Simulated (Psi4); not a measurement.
# As2 (SMILES [As]#[As]) at B3LYP/6-31G(d) (Cartesian functions)

What is the energy change on altering one bond length of As2 at B3LYP/6-31G* (Cartesian functions)? 

The calculation is run with Psi4 1.11.

**1. The structure to begin with**

As2: 2 atoms, total charge 0, spin state singlet. As SMILES, `[As]#[As]`. Geometry: relaxed at PBE0-D4/def2-TZVP.

Bond lengths: As1–As2 2.089 Å.

**2. The energy at B3LYP/6-31G(d) (Cartesian functions)**

input.in

```
memory 2.2 GB

molecule {
  0 1
  As
  As 1 R2

  R2 = 2.08901
  symmetry c1
}

set basis 6-31G*
set puream false
set e_convergence 1e-09
set d_convergence 1e-08
set scf_type pk
set dft_radial_points 99
set dft_spherical_points 590

result, w = energy("b3lyp", return_wfn=True)
oeprop(w, "DIPOLE", "MULLIKEN_CHARGES", "WIBERG_LOWDIN_INDICES")
```

Started as:

```
$ psi4 -i input.in -o input.out -n 1
```

input.out:

```text
[...]
  Running in c1 symmetry.
[...]
  Nuclear repulsion =  275.859848645832130
[...]
  Multiplicity = 1
[...]
  Nalpha       = 33
  Nbeta        = 33
[...]
    Number of basis functions: 70
[...]
   @RKS iter   1: -4469.13494993921540   -4.31111e+00   5.53349e-02 DIIS/ADIIS
[...]
   @RKS iter   9: -4471.27802683388836   -3.63798e-12   5.26051e-10 DIIS
[...]
    Orbital Energies [Eh]
    ---------------------
    Doubly Occupied:
       1A   -425.884495     2A   -425.884494     3A    -53.879005
       4A    -53.879005     5A    -48.170852     6A    -48.170852
       7A    -48.170845     8A    -48.170845     9A    -48.169331
      10A    -48.169290    11A     -7.023385    12A     -7.023196
      13A     -5.080278    14A     -5.080278    15A     -5.080167
      16A     -5.080167    17A     -5.077647    18A     -5.076342
      19A     -1.654702    20A     -1.649322    21A     -1.649322
      22A     -1.649257    23A     -1.649257    24A     -1.648511
      25A     -1.648511    26A     -1.643680    27A     -1.643680
      28A     -1.639904    29A     -0.669891    30A     -0.482535
      31A     -0.280069    32A     -0.265698    33A     -0.265698
[...]
  @RKS Final Energy: -4471.27802683388836
   => Energetics <=
    Nuclear Repulsion Energy =            275.8598486458321304
    One-Electron Energy =               -6777.4855621950409841
    Two-Electron Energy =                2163.9051987050174830
    DFT Exchange-Correlation Energy =    -133.5575119896976162
    Empirical Dispersion Energy =           0.0000000000000000
    VV10 Nonlocal Energy =                  0.0000000000000000
    Total Energy =                      -4471.2780268338892711
[...]
 Multipole Moments:
 ------------------------------------------------------------------------------------
     Multipole            Electronic (a.u.)      Nuclear  (a.u.)        Total (a.u.)
 ------------------------------------------------------------------------------------
 L = 1.  Multiply by 2.5417464519 to convert [e a0] to [Debye]
 Dipole X            :         -0.0000000            0.0000000           -0.0000000
 Dipole Y            :          0.0000000            0.0000000            0.0000000
 Dipole Z            :         -0.0000000            0.0000000           -0.0000000
 Magnitude           :                                                    0.0000000
[...]
  Mulliken Charges: (a.u.)
   Center  Symbol    Alpha    Beta     Spin     Total
       1    AS    16.50000 16.50000  0.00000  0.00000
       2    AS    16.50000 16.50000  0.00000 -0.00000
   Total alpha = 33.00000, Total beta = 33.00000, Total charge = -0.00000
  Wiberg Bond Indices using Orthogonal Lowdin Orbitals:
[...]
```

It took 4.5 s on 1 thread of AMD EPYC 7R43 (Zen 3), shared host; peak memory 0.42 GiB.

**3. The distorted shape: energy and gradient at B3LYP/6-31G(d) (Cartesian functions)**

job.json

```json
{
 "schema_name": "qcschema_input",
 "schema_version": 1,
 "molecule": {
  "schema_name": "qcschema_molecule",
  "schema_version": 2,
  "symbols": ["As", "As"],
  "geometry": [0.0, 0.0, -1.17958594, 0.0, 0.0, 3.95234329],
  "molecular_charge": 0,
  "molecular_multiplicity": 1,
  "fix_symmetry": "c1"
 },
 "driver": "gradient",
 "model": {
  "method": "b3lyp",
  "basis": "6-31G*"
 },
 "keywords": {
  "reference": "rks",
  "puream": false,
  "e_convergence": 1e-09,
  "d_convergence": 1e-08,
  "scf_type": "pk",
  "dft_radial_points": 99,
  "dft_spherical_points": 590,
  "scf_properties": ["MULLIKEN_CHARGES", "MAYER_INDICES", "WIBERG_LOWDIN_INDICES"]
 }
}
```

Started as:

```
$ psi4 --qcschema job.json -n 1 --memory 2200MB
```

stdout, shortened:

```text
[...]
  Running in c1 symmetry.
[...]
  Nuclear repulsion =  212.200899738440086
[...]
  Multiplicity = 1
[...]
  Nalpha       = 33
  Nbeta        = 33
[...]
    Number of basis functions: 70
[...]
   @RKS iter   1: -4469.05857608194128   -4.77540e+00   5.51668e-02 ADIIS/DIIS
[...]
   @RKS iter   8: -4471.19458381882396   -9.09495e-11   7.95017e-09 DIIS
[...]
  @RKS Final Energy: -4471.19458381882396
   => Energetics <=
    Nuclear Repulsion Energy =            212.2008997384400857
    One-Electron Energy =               -6649.2176570431811342
    Two-Electron Energy =                2099.2471703886399155
    DFT Exchange-Correlation Energy =    -133.4249969027219436
    Empirical Dispersion Energy =           0.0000000000000000
    VV10 Nonlocal Energy =                  0.0000000000000000
    Total Energy =                      -4471.1945838188239577
[...]
 Multipole Moments:
 ------------------------------------------------------------------------------------
     Multipole            Electronic (a.u.)      Nuclear  (a.u.)        Total (a.u.)
 ------------------------------------------------------------------------------------
 L = 1.  Multiply by 2.5417464519 to convert [e a0] to [Debye]
 Dipole X            :         -0.0000000            0.0000000           -0.0000000
 Dipole Y            :          0.0000000            0.0000000            0.0000000
 Dipole Z            :         -0.0000217            0.0000000           -0.0000217
 Magnitude           :                                                    0.0000217
[...]
  Mulliken Charges: (a.u.)
   Center  Symbol    Alpha    Beta     Spin     Total
       1    AS    16.50000 16.50000  0.00000  0.00000
       2    AS    16.50000 16.50000  0.00000 -0.00000
   Total alpha = 33.00000, Total beta = 33.00000, Total charge = -0.00000
  Mayer Bond Indices:
[...]
  -Total Gradient:
     Atom            X                  Y                   Z
    ------   -----------------  -----------------  -----------------
       1       -0.000000000001    -0.000000000001    -0.098100647092
       2        0.000000000001    -0.000000000001     0.098100647094
[...]
```

The result, in JSON:

```text
{
 "driver": "gradient",
 "model": {
  "method": "b3lyp",
  "basis": "6-31G*"
 },
 "success": true,
 "return_result": [-5.104974651105828e-13, -7.454083342764827e-13, -0.09810064709162562, 1.2376314427427546e-12, -5.199257011705879e-13, 0.09810064709364766],
 "properties": {
  "calcinfo_nbasis": 70,
  "calcinfo_nmo": 70,
  "calcinfo_nalpha": 33,
  "calcinfo_nbeta": 33,
  "calcinfo_natom": 2,
  "nuclear_repulsion_energy": 212.20089973844009,
  "return_energy": -4471.194583818824,
  "return_gradient": [-5.104974651105828e-13, -7.454083342764827e-13, -0.09810064709162562, 1.2376314427427546e-12, -5.199257011705879e-13, 0.09810064709364766],
  "scf_one_electron_energy": -6649.217657043181,
  "scf_two_electron_energy": 2099.24717038864,
  "scf_xc_energy": -133.42499690272194,
  "scf_dipole_moment": [-1.0918312376000611e-14, 1.4908371942012488e-14, -2.1745632297509587e-05],
  "scf_total_energy": -4471.194583818824,
  "scf_total_gradient": [-5.104974651105828e-13, -7.454083342764827e-13, -0.09810064709162562, 1.2376314427427546e-12, -5.199257011705879e-13, 0.09810064709364766],
  "scf_iterations": 8
 }
}
```

Wall time 7.8 s (1 thread of AMD EPYC 7R43 (Zen 3), shared host); peak memory 0.4 GiB.

**4. Outcome**

At B3LYP/6-31G* (Cartesian functions):

```
                                                           quantity           value
                                          first shape: total energy  -4471.27803 Eh
                                         first shape: dipole moment          0.00 D
                                           first shape: HOMO energy        -7.23 eV
                                           first shape: LUMO energy        -2.79 eV
                                         first shape: HOMO–LUMO gap         4.44 eV
                                      distorted shape: total energy  -4471.19458 Eh
                                     distorted shape: dipole moment          0.00 D
                                       distorted shape: HOMO energy        -6.31 eV
                                       distorted shape: LUMO energy        -3.97 eV
                                     distorted shape: HOMO–LUMO gap         2.35 eV
                          distorted shape: largest force on an atom      5.045 eV/Å
energy change with the As1–As2 bond stretched from 2.089 to 2.716 Å        2.271 eV
```

What this shows: With the As1–As2 bond stretched from 2.089 to 2.716 Å the energy rises by 2.27 eV (219 kJ/mol). The first shape isn't relaxed at this level, so the change isn't measured from a minimum.
